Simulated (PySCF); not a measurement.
# Cl3Fe ([FeCl3]-): the cost of one run

Computed with PySCF 2.14.0 and routines of our own; the level stands in each step. Atoms count from 0.

### 1 The system as given

4 atoms, charge -1, states of the metal's open shell are computed; geometry from: model geometry, bond lengths from ionic radii.

### 2 Ligand-field states: state-averaged CASSCF in water

Job settings and geometry (Å):

```
{"job": {"kind": "lf", "basis": {"metal": "x2c-TZVPall", "ligand": "x2c-SVPall"}, "nevpt": true, "solvent": "water"}, "charge": -1, "metal": "Fe", "open_shell": "d6"}
Fe     0.000000     0.000000     0.000000
Cl     2.310000     0.000000     0.000000
Cl    -1.155000     2.000519     0.000000
Cl    -1.155000    -2.000519     0.000000
```

With the program's defaults for keys left out, this is: state-averaged CASSCF of the metal d shell, SC-NEVPT2 on the averaged canonical orbitals, state-interaction spin-orbit coupling.

The run is started by

```console
$ OMP_NUM_THREADS=1 python lf_run.py task.json out
```

This one command runs all jobs of the session in turn.

**Question.** How long does this first job take on 1 thread of Arm Neoverse V2, shared host, and how much memory does it need?

About 7.4 s, with a peak of 0.26 GiB.
